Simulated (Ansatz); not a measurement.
**F3HSi: molecular dynamics**

Aim: follow the molecule's vibrations and see whether its bonds hold. The start is relaxed first. Runs: 150 steps of 0.5 fs at constant energy, with velocities drawn for 700 K; 150 steps of 0.5 fs at constant energy, with velocities drawn for 300 K. SMILES of the start: F[SiH](F)F.

Program: Ansatz 0.2.0. Level of theory: RKS PBE/6-31G*. These are calculated values, not measurements.

## 1. Starting point

Bond lengths: Si1–H2 1.460 Å, Si1–F3 1.590 Å, Si1–F4 1.589 Å, Si1–F5 1.589 Å. Angles: H2–Si1–F3 109.5°, H2–Si1–F4 109.5°, H2–Si1–F5 109.5°, F3–Si1–F4 109.5°, F3–Si1–F5 109.5°, F4–Si1–F5 109.5°.

Coordinates:

```xyz
5

Si    0.0000    0.0000    0.0000
H     0.0000    0.0000    1.4600
F     1.4994    0.0000   -0.5295
F    -0.7489    1.2974   -0.5295
F    -0.7489   -1.2974   -0.5295
```

## 2. Relaxing the start

input.yaml

```yaml
crystal:
  periodic: [false, false, false]
  atoms:
    - { symbol: Si, position_ang: [0.0, 0.0, 0.0] }
    - { symbol: H, position_ang: [0.0, 0.0, 1.46] }
    - { symbol: F, position_ang: [1.4994, 0.0, -0.5295] }
    - { symbol: F, position_ang: [-0.7489, 1.2974, -0.5295] }
    - { symbol: F, position_ang: [-0.7489, -1.2974, -0.5295] }
basis:
  gaussian: { orbitals: "6-31G*" }
hamiltonian:
  xc: pbe
relax:
  f_tol: 0.02
  max_steps: 40
output:
  orbitals: {}
```

Run with:

```console
$ ansatz run input.yaml --threads 1 --pin off --max-ram 2048MiB --backend cpu --events-out ev --progress --plain --runs-dir out
```

Output (excerpt; [...] marks lines left out):

```text
Warning: RAYON_NUM_THREADS=1 ignored (pool sized by the plan → 1); use --threads N
[...]
Functional definition: PBE
[...]
630 factors; their error is unknown
[...]
mean field -16036.84483768 eV, -589.3431776209 hartree, gradient 2.5e-5 eV, S^2 0.000000; 0 other end points of the search recorded, 0 dependent functions left out
[...]
reference -16036.84487077 eV, -589.3431788369 hartree; 21, 21 occupied and 45, 45 virtual orbitals, 630 factors
relax step   1: F+E_penalty+E_count = -16036.84483768 eV  Δ(F+E_penalty+E_count) = +0.000e0 eV  max|allowed force component| = 4.734e-1 eV/Å  Δτ_max = 0.0000 Å  (23 SCF iters, accepted)
[...]
relax step   2: F+E_penalty+E_count = -16036.86024501 eV  Δ(F+E_penalty+E_count) = -1.541e-2 eV  max|allowed force component| = 3.729e-1 eV/Å  Δτ_max = 0.0228 Å  (25 SCF iters, accepted)
[...]
relax step   3: F+E_penalty+E_count = -16036.86498048 eV  Δ(F+E_penalty+E_count) = -4.735e-3 eV  max|allowed force component| = 1.481e-2 eV/Å  Δτ_max = 0.0137 Å  (25 SCF iters, accepted)
630 factors; their error is unknown
[...]
mean field -16036.86498048 eV, -589.3439178553 hartree, gradient 2.2e-5 eV, S^2 0.000000; 1 other end points of the search recorded, 0 dependent functions left out
[...]
reference -16036.86501357 eV, -589.3439190711 hartree; 21, 21 occupied and 45, 45 virtual orbitals, 630 factors
Total energy: -16036.86501357 eV, -589.3439190711 hartree
Atom 0 at     0.000271    -0.000000     0.017065 Å, force     0.001028    -0.000000    -0.014809 eV/Å
Atom 1 at     0.000143     0.000000     1.496481 Å, force    -0.000244    -0.000000     0.007161 eV/Å
Atom 2 at     1.499765     0.000000    -0.547143 Å, force    -0.006009     0.000000     0.002584 eV/Å
Atom 3 at    -0.749289     1.298563    -0.547451 Å, force     0.002613    -0.005271     0.002531 eV/Å
Atom 4 at    -0.749289    -1.298563    -0.547451 Å, force     0.002613     0.005271     0.002532 eV/Å
Dipole moment:    -0.000116     0.000000     0.260047 e Å
```

Wall time 4.9 s (1 thread of AMD EPYC 7R43 (Zen 3), shared host); peak memory 0.12 GiB.

Relaxation path:

```csv
step,energy from step 1 (eV),largest force component (eV/Å)
1,0.0000,0.4734
2,-0.0154,0.3729
3,-0.0201,0.0148
```

Step 1 is the start.

After: Bond lengths: Si1–H2 1.479 Å, Si1–F3 1.602 Å, Si1–F4 1.602 Å, Si1–F5 1.602 Å. Angles: H2–Si1–F3 110.6°, H2–Si1–F4 110.6°, H2–Si1–F5 110.6°, F3–Si1–F4 108.3°, F3–Si1–F5 108.3°, F4–Si1–F5 108.3°.

## 3. Run 1

150 steps of 0.5 fs at constant energy, with velocities drawn for 700 K, from the relaxed start. H is given a mass of 2.014 u.

input.yaml

```yaml
crystal:
  periodic: [false, false, false]
  atoms:
    - { symbol: Si, position_ang: [0.000271, 0.0, 0.017065] }
    - { symbol: H, position_ang: [0.000143, 0.0, 1.496481] }
    - { symbol: F, position_ang: [1.499765, 0.0, -0.547143] }
    - { symbol: F, position_ang: [-0.749289, 1.298563, -0.547451] }
    - { symbol: F, position_ang: [-0.749289, -1.298563, -0.547451] }
basis:
  gaussian: { orbitals: "6-31G*" }
hamiltonian:
  xc: pbe
md:
  timestep: 0.5
  n_steps: 150
  ensemble: nve
  temperature: 700.0
  initial_velocities: maxwell_boltzmann
  seed: 826350
  masses: [{ species: H, mass: 2.014 }]
```

Run with:

```console
$ ansatz run input.yaml --threads 1 --pin off --max-ram 2048MiB --backend cpu --events-out ev --progress --plain --runs-dir out
```

Output (excerpt; [...] marks lines left out):

```text
Warning: RAYON_NUM_THREADS=1 ignored (pool sized by the plan → 1); use --threads N
[...]
Functional definition: PBE
[...]
630 factors; their error is unknown
[...]
mean field -16036.86498053 eV, -589.3439178570 hartree, gradient 3.0e-5 eV, S^2 0.000000; 0 other end points of the search recorded, 0 dependent functions left out
[...]
reference -16036.86501362 eV, -589.3439190729 hartree; 21, 21 occupied and 45, 45 virtual orbitals, 630 factors
md step     0: t =     0.00 fs  T =   700.0 K  F+E_penalty+E_count = -16036.86498053 eV  E_kin = 0.271446 eV  conserved = -16036.59353453 eV  (23 SCF iters)
[...]
md step    19: t =     9.50 fs  T =   155.2 K  F+E_penalty+E_count = -16036.65344927 eV  E_kin = 0.060167 eV  conserved = -16036.59328207 eV  (21 SCF iters)
[...]
md step    38: t =    19.00 fs  T =   314.6 K  F+E_penalty+E_count = -16036.71540481 eV  E_kin = 0.122010 eV  conserved = -16036.59339456 eV  (26 SCF iters)
[...]
md step    57: t =    28.50 fs  T =   506.5 K  F+E_penalty+E_count = -16036.78983648 eV  E_kin = 0.196422 eV  conserved = -16036.59341444 eV  (25 SCF iters)
[...]
md step    74: t =    37.00 fs  T =   273.3 K  F+E_penalty+E_count = -16036.69936985 eV  E_kin = 0.105995 eV  conserved = -16036.59337470 eV  (25 SCF iters)
md step    75: t =    37.50 fs  T =   251.8 K  F+E_penalty+E_count = -16036.69101162 eV  E_kin = 0.097641 eV  conserved = -16036.59337014 eV  (25 SCF iters)
```

## 4. The output, continued: dynamics from the start

Output, continued (excerpt; [...] marks lines left out):

```text
md step    76: t =    38.00 fs  T =   230.4 K  F+E_penalty+E_count = -16036.68269934 eV  E_kin = 0.089334 eV  conserved = -16036.59336513 eV  (26 SCF iters)
[...]
md step    94: t =    47.00 fs  T =   300.2 K  F+E_penalty+E_count = -16036.70975781 eV  E_kin = 0.116408 eV  conserved = -16036.59334941 eV  (25 SCF iters)
[...]
md step   112: t =    56.00 fs  T =   517.9 K  F+E_penalty+E_count = -16036.79421732 eV  E_kin = 0.200833 eV  conserved = -16036.59338424 eV  (26 SCF iters)
[...]
md step   130: t =    65.00 fs  T =   232.6 K  F+E_penalty+E_count = -16036.68347892 eV  E_kin = 0.090180 eV  conserved = -16036.59329888 eV  (25 SCF iters)
[...]
md step   148: t =    74.00 fs  T =   220.2 K  F+E_penalty+E_count = -16036.67872965 eV  E_kin = 0.085403 eV  conserved = -16036.59332685 eV  (27 SCF iters)
[...]
md step   149: t =    74.50 fs  T =   218.0 K  F+E_penalty+E_count = -16036.67783485 eV  E_kin = 0.084531 eV  conserved = -16036.59330428 eV  (26 SCF iters)
[...]
md step   150: t =    75.00 fs  T =   218.7 K  F+E_penalty+E_count = -16036.67810141 eV  E_kin = 0.084816 eV  conserved = -16036.59328534 eV  (24 SCF iters)
Total energy: -16036.67813462 eV, -589.3370513964 hartree
Atom 0 at     0.018467     0.020922    -0.000729 Å, force    -1.083814    -1.113065     1.609480 eV/Å
Atom 1 at     0.102914     0.277182     1.505161 Å, force    -0.200433    -0.697105    -0.682050 eV/Å
Atom 2 at     1.491476    -0.030299    -0.523033 Å, force     1.356034    -0.042648    -0.746138 eV/Å
Atom 3 at    -0.772885     1.271081    -0.519572 Å, force    -0.601823     1.060723    -0.830065 eV/Å
Atom 4 at    -0.755197    -1.301094    -0.574055 Å, force     0.530037     0.792095     0.648773 eV/Å
Dipole moment:     0.031194     0.012917     0.207432 e Å
```

It took 3.1 min on 1 thread of AMD EPYC 7R43 (Zen 3), shared host; peak memory 0.11 GiB.

## 5. The trajectory

The trajectory, every 11 steps (energies from step 0):

```csv
time (fs),T (K),potential energy change (meV/atom),total energy change (meV/atom)
0.0,700,0.0,0.00
5.5,410,22.5,0.04
11.0,102,46.5,0.05
16.5,192,39.4,0.04
22.0,419,21.8,0.03
27.5,503,15.3,0.03
33.0,431,20.9,0.03
38.5,209,38.1,0.04
44.0,114,45.5,0.06
49.5,492,16.1,0.01
55.0,543,12.2,0.03
60.5,408,22.7,0.02
66.0,209,38.1,0.05
71.5,243,35.5,0.02
75.0,219,37.4,0.05
```

time (fs), T (K) and a bar:
```
      0.0        700 ##############################
      3.5        558 #######################
      6.5        336 ############
     10.0        134 ##
     13.0         84 
     16.5        192 #####
     19.5        337 ############
     23.0        441 #################
     26.0        489 ####################
     29.5        503 ####################
     32.5        446 ##################
     36.0        316 ###########
     39.0        189 #####
     42.5         94 #
     45.5        186 #####
     49.0        460 ##################
     52.0        578 ########################
     55.5        530 ######################
     58.5        459 ##################
     62.0        355 #############
     65.0        233 #######
     68.5        217 ######
     71.5        243 ########
     75.0        219 #######
```

## 6. Frames from the trajectory

Positions (Å) and forces (eV/Å):

```xyz
5
time_fs=9.5 T=155 dE=0.2115
Si    0.007    0.002    0.036   -1.071   -1.247   -0.440
H     0.075    0.246    1.505   -0.179   -0.655   -0.076
F     1.478    0.030   -0.547    0.737   -0.325   -0.264
F    -0.714    1.290   -0.541   -0.580    0.458   -0.399
F    -0.781   -1.348   -0.582    1.094    1.769    1.178
5
time_fs=19.0 T=315 dE=0.1496
Si   -0.013   -0.027    0.039    0.411    0.743   -0.711
H     0.076    0.230    1.501   -0.243   -0.694    0.025
F     1.483    0.045   -0.556   -0.140   -0.480    0.116
F    -0.701    1.297   -0.550   -0.411   -0.132   -0.102
F    -0.770   -1.327   -0.570    0.383    0.562    0.672
5
time_fs=28.0 T=506 dE=0.0754
Si   -0.021   -0.034    0.025    1.485    2.207    0.225
H    -0.012   -0.042    1.505   -0.039   -0.011   -0.004
F     1.485    0.041   -0.561   -0.343   -0.295    0.267
F    -0.706    1.301   -0.562   -0.168   -0.283    0.229
F    -0.745   -1.288   -0.532   -0.935   -1.618   -0.717
5
time_fs=37.5 T=252 dE=0.1740
Si    0.004    0.008    0.017   -0.819   -1.367    0.740
H    -0.108   -0.310    1.487    0.329    0.882   -0.245
F     1.478    0.024   -0.556    0.786    0.076   -0.091
F    -0.721    1.297   -0.567   -0.223    0.429    0.158
F    -0.750   -1.300   -0.518   -0.073   -0.020   -0.561
5
time_fs=47.0 T=300 dE=0.1552
Si    0.011    0.019    0.023   -1.080   -1.761   -0.997
H    -0.086   -0.254    1.448    0.233    0.624    0.702
F     1.499    0.010   -0.553    0.206    0.153    0.065
F    -0.744    1.306   -0.564    0.125    0.011    0.289
F    -0.762   -1.318   -0.529    0.515    0.972   -0.059
5
time_fs=56.0 T=518 dE=0.0708
Si   -0.008   -0.013    0.012    0.876    1.215    0.654
H     0.022    0.036    1.555   -0.086   -0.142   -1.057
F     1.527    0.002   -0.548   -1.025   -0.069    0.282
F    -0.761    1.316   -0.549    0.369   -0.744    0.223
F    -0.755   -1.302   -0.544   -0.135   -0.260   -0.102
5
time_fs=65.5 T=219 dE=0.1869
Si   -0.006   -0.016    0.009    0.929    1.538   -0.836
H     0.108    0.291    1.408   -0.201   -0.608    1.150
F     1.517   -0.010   -0.532   -0.468   -0.219   -0.111
F    -0.765    1.297   -0.526   -0.053   -0.239   -0.365
F    -0.752   -1.294   -0.563   -0.207   -0.472    0.162
5
time_fs=75.0 T=219 dE=0.1869
Si    0.018    0.021   -0.001   -1.084   -1.113    1.609
H     0.103    0.277    1.505   -0.200   -0.697   -0.682
F     1.492   -0.030   -0.523    1.356   -0.043   -0.746
F    -0.773    1.271   -0.520   -0.602    1.061   -0.830
F    -0.755   -1.301   -0.574    0.530    0.792    0.649
```

On run 1: The temperature starts at 700 K and averages 316 K in the second half, where it ranges from 94 to 580 K. About half is expected from a start at a minimum: kinetic energy passes into potential energy until both shares match. The total energy strays from its start by at most 0.06 meV/atom, 0.2 % of the mean kinetic energy, so a step of 0.5 fs is short enough over this time. The bonding pattern survives the run.

## 7. Run 2

150 steps of 0.5 fs at constant energy, with velocities drawn for 300 K, from the relaxed start.

input.yaml: that of step 3 with these lines changed.

```diff
@@ -16,5 +16,4 @@
   ensemble: nve
-  temperature: 700.0
+  temperature: 300.0
   initial_velocities: maxwell_boltzmann
-  seed: 826350
-  masses: [{ species: H, mass: 2.014 }]
+  seed: 337585
```

Run with:

```console
$ ansatz run input.yaml --threads 1 --pin off --max-ram 2048MiB --backend cpu --events-out ev --progress --plain --runs-dir out
```

Output (excerpt; [...] marks lines left out):

```text
Warning: RAYON_NUM_THREADS=1 ignored (pool sized by the plan → 1); use --threads N
[...]
Functional definition: PBE
[...]
630 factors; their error is unknown
[...]
mean field -16036.86498053 eV, -589.3439178570 hartree, gradient 3.0e-5 eV, S^2 0.000000; 0 other end points of the search recorded, 0 dependent functions left out
[...]
reference -16036.86501362 eV, -589.3439190729 hartree; 21, 21 occupied and 45, 45 virtual orbitals, 630 factors
md step     0: t =     0.00 fs  T =   300.0 K  F+E_penalty+E_count = -16036.86498053 eV  E_kin = 0.116334 eV  conserved = -16036.74864653 eV  (23 SCF iters)
[...]
md step    19: t =     9.50 fs  T =   139.1 K  F+E_penalty+E_count = -16036.80248675 eV  E_kin = 0.053947 eV  conserved = -16036.74853956 eV  (24 SCF iters)
[...]
md step    38: t =    19.00 fs  T =   125.1 K  F+E_penalty+E_count = -16036.79709651 eV  E_kin = 0.048494 eV  conserved = -16036.74860279 eV  (26 SCF iters)
[...]
md step    57: t =    28.50 fs  T =    59.5 K  F+E_penalty+E_count = -16036.77166373 eV  E_kin = 0.023092 eV  conserved = -16036.74857182 eV  (22 SCF iters)
[...]
md step    74: t =    37.00 fs  T =   146.9 K  F+E_penalty+E_count = -16036.80557259 eV  E_kin = 0.056975 eV  conserved = -16036.74859741 eV  (26 SCF iters)
md step    75: t =    37.50 fs  T =   140.8 K  F+E_penalty+E_count = -16036.80319078 eV  E_kin = 0.054605 eV  conserved = -16036.74858598 eV  (25 SCF iters)
```

## 8. The output, continued: dynamics from the start

The log, continued (excerpt; [...] marks lines left out):

```text
md step    76: t =    38.00 fs  T =   134.6 K  F+E_penalty+E_count = -16036.80076103 eV  E_kin = 0.052186 eV  conserved = -16036.74857494 eV  (26 SCF iters)
[...]
md step    94: t =    47.00 fs  T =   201.0 K  F+E_penalty+E_count = -16036.82654255 eV  E_kin = 0.077950 eV  conserved = -16036.74859216 eV  (26 SCF iters)
[...]
md step   112: t =    56.00 fs  T =   165.2 K  F+E_penalty+E_count = -16036.81262035 eV  E_kin = 0.064050 eV  conserved = -16036.74857037 eV  (21 SCF iters)
[...]
md step   130: t =    65.00 fs  T =   204.6 K  F+E_penalty+E_count = -16036.82797420 eV  E_kin = 0.079354 eV  conserved = -16036.74861975 eV  (26 SCF iters)
[...]
md step   148: t =    74.00 fs  T =   114.6 K  F+E_penalty+E_count = -16036.79298139 eV  E_kin = 0.044436 eV  conserved = -16036.74854561 eV  (20 SCF iters)
[...]
md step   149: t =    74.50 fs  T =   108.2 K  F+E_penalty+E_count = -16036.79050478 eV  E_kin = 0.041967 eV  conserved = -16036.74853739 eV  (21 SCF iters)
[...]
md step   150: t =    75.00 fs  T =   103.8 K  F+E_penalty+E_count = -16036.78876525 eV  E_kin = 0.040233 eV  conserved = -16036.74853245 eV  (24 SCF iters)
Total energy: -16036.78879820 eV, -589.3411182079 hartree
Atom 0 at    -0.013676    -0.041781    -0.004699 Å, force    -0.024760     2.151061     0.144689 eV/Å
Atom 1 at    -0.030652    -0.018418     1.460344 Å, force    -0.006680    -0.114335     0.304142 eV/Å
Atom 2 at     1.488165     0.051967    -0.539101 Å, force     0.189768    -0.358244    -0.166071 eV/Å
Atom 3 at    -0.704417     1.341955    -0.543507 Å, force     0.161884    -1.120132     0.210260 eV/Å
Atom 4 at    -0.760310    -1.331181    -0.525348 Å, force    -0.320212    -0.558349    -0.493020 eV/Å
Dipole moment:    -0.018265    -0.101057     0.220877 e Å
```

Wall time 3 min (1 thread of AMD EPYC 7R43 (Zen 3), shared host); peak memory 0.12 GiB.

## 9. Frames and traces

One step in 11; energies are changes from step 0:

```csv
time (fs),T (K),potential energy change (meV/atom),total energy change (meV/atom)
0.0,300,0.0,0.00
5.5,201,7.7,0.01
11.0,141,12.4,0.02
16.5,162,10.7,0.01
22.0,57,18.9,0.02
27.5,40,20.2,0.02
33.0,149,11.8,0.01
38.5,129,13.3,0.02
44.0,142,12.3,0.02
49.5,241,4.6,0.00
55.0,182,9.2,0.01
60.5,138,12.6,0.02
66.0,211,6.9,0.01
71.5,161,10.8,0.01
75.0,104,15.2,0.02
```

time (fs), T (K) and a bar:
```
      0.0        300 ##############################
      3.5        249 #########################
      6.5        179 #################
     10.0        138 #############
     13.0        158 ###############
     16.5        162 ###############
     19.5        115 ##########
     23.0         36 ##
     26.0         19 
     29.5         81 #######
     32.5        141 #############
     36.0        157 ###############
     39.0        123 ###########
     42.5        123 ###########
     45.5        169 ################
     49.0        237 #######################
     52.0        232 #######################
     55.5        173 ################
     58.5        136 #############
     62.0        158 ###############
     65.0        205 ####################
     68.5        204 ####################
     71.5        161 ###############
     75.0        104 #########
```

## 10. Frames from the trajectory

Positions (Å) and forces (eV/Å):

```xyz
5
time_fs=9.5 T=139 dE=0.0625
Si    0.013   -0.004    0.039   -0.283    1.833   -0.026
H    -0.001    0.084    1.527    0.062   -0.194   -0.217
F     1.496   -0.033   -0.553    0.264    0.106    0.073
F    -0.786    1.285   -0.559    0.566   -0.544    0.366
F    -0.728   -1.250   -0.563   -0.609   -1.201   -0.197
5
time_fs=19.0 T=125 dE=0.0679
Si    0.019    0.034    0.052   -0.105   -1.016   -0.872
H     0.041    0.041    1.523   -0.010    0.045    0.164
F     1.501   -0.060   -0.556    0.024    0.365    0.199
F    -0.801    1.254   -0.556    0.064    0.645    0.058
F    -0.729   -1.246   -0.584    0.027   -0.039    0.451
5
time_fs=28.0 T=49 dE=0.0974
Si    0.021    0.047    0.047    0.069   -1.938   -0.548
H     0.072    0.022    1.528   -0.080    0.136   -0.049
F     1.508   -0.071   -0.551   -0.065    0.464    0.138
F    -0.811    1.248   -0.551   -0.121    1.034   -0.111
F    -0.731   -1.247   -0.587    0.197    0.304    0.570
5
time_fs=37.5 T=141 dE=0.0618
Si    0.023    0.015    0.025   -0.412    1.087    0.143
H     0.048    0.088    1.514   -0.018   -0.123   -0.204
F     1.514   -0.063   -0.540    0.178    0.285   -0.085
F    -0.822    1.279   -0.547    0.684   -0.359    0.231
F    -0.727   -1.242   -0.568   -0.432   -0.890   -0.085
5
time_fs=47.0 T=201 dE=0.0384
Si    0.014    0.007    0.002   -0.200    1.010    0.042
H     0.010    0.073    1.468    0.041   -0.118    0.264
F     1.526   -0.042   -0.532   -0.154    0.177   -0.110
F    -0.805    1.300   -0.535    0.581   -0.474    0.017
F    -0.741   -1.272   -0.551   -0.269   -0.595   -0.212
5
time_fs=56.0 T=165 dE=0.0524
Si    0.001    0.022   -0.014    0.281   -1.757    0.560
H     0.000   -0.022    1.472    0.005    0.118   -0.108
F     1.531   -0.014   -0.529   -0.534    0.147   -0.087
F    -0.768    1.304   -0.525   -0.230    0.592   -0.448
F    -0.763   -1.321   -0.542    0.478    0.901    0.083
5
time_fs=65.5 T=209 dE=0.0354
Si   -0.007   -0.004   -0.017   -0.007   -0.529    0.591
H    -0.006   -0.047    1.471   -0.027    0.083   -0.129
F     1.515    0.021   -0.530   -0.236   -0.088   -0.177
F    -0.735    1.327   -0.530   -0.068   -0.148   -0.184
F    -0.768   -1.339   -0.531    0.338    0.682   -0.102
5
time_fs=75.0 T=104 dE=0.0762
Si   -0.014   -0.042   -0.005   -0.025    2.151    0.145
H    -0.031   -0.018    1.460   -0.007   -0.114    0.304
F     1.488    0.052   -0.539    0.190   -0.358   -0.166
F    -0.704    1.342   -0.543    0.162   -1.120    0.210
F    -0.760   -1.331   -0.525   -0.320   -0.558   -0.493
```

On run 2: The temperature starts at 300 K and averages 171 K in the second half, where it ranges from 104 to 244 K; a mean near half the start is what vibrations about a minimum give, since they share energy equally between motion and strain. The total energy strays from its start by at most 0.02 meV/atom, 0.2 % of the mean kinetic energy, so a step of 0.5 fs is short enough over this time. The bonding pattern survives the run.

## 11. Outcome

| quantity | value |
| --- | --- |
| relaxation of the start | 2 moves, 0.020 eV lower |
| run 1: length | 150 steps of 0.5 fs |
| run 1: temperature, first and last step | 700 and 219 K |
| run 1: temperature, second half | mean 316 K, from 94 to 580 K |
| run 1: potential energy, second half | +30 meV/atom from this run's first step |
| run 1: largest change of the total energy | 0.06 meV/atom |
| run 1: bonds formed or broken | 0 |
| run 2: length | 150 steps of 0.5 fs |
| run 2: temperature, first and last step | 300 and 104 K |
| run 2: temperature, second half | mean 171 K, from 104 to 244 K |
| run 2: potential energy, second half | +10 meV/atom from this run's first step |
| run 2: largest change of the total energy | 0.02 meV/atom |
| run 2: bonds formed or broken | 0 |

**Reading.** Mean temperatures of the second halves: 316 K, 171 K. No bond formed or broke in any run. 75 fs on 5 atoms is far too short and small for converged averages. The nuclei move classically, without zero-point motion, which matters most for hydrogen.
